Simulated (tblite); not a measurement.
# B2H4O5: the cost of one run

Computed with tblite 0.8.0 and PySCF 2.14.0; each step states its level. No surroundings beyond the atoms listed, unless a continuum is named. Atoms count from 0, parts from 1.

### 1 The system as given

11 atoms, charge 0, multiplicity 1; geometry: distance geometry start.

### 2 Geometry optimisation with GFN2-xTB

What the job is given:

```
{"job": {"kind": "relax", "xc": "GFN2-xTB", "basis": "xTB"}, "charge": 0, "multiplicity": 1}
O      1.836616    -0.786650     0.517468
B      0.994824     0.234820    -0.077677
O      1.617423     1.527256    -0.375732
O     -0.078933    -0.183570    -0.991337
B     -1.286295    -0.293973    -0.135914
O     -1.461651     0.851218     0.783498
O     -1.451323    -1.605386     0.505711
H      2.451359    -1.136262    -0.163563
H      1.622457     2.091865     0.415522
H     -2.179485     1.432969     0.450791
H     -2.073434    -2.092343    -0.064518
```

Level: GFN2-xTB geometry optimisation, gas phase.

Run with:

```console
OMP_NUM_THREADS=1 python cluster_run.py task.json out
```

This one command runs all jobs of the session in turn.

Q: Estimate the wall time of this first job on 1 thread of AMD EPYC 7R43, shared host.

About 2.5 s.
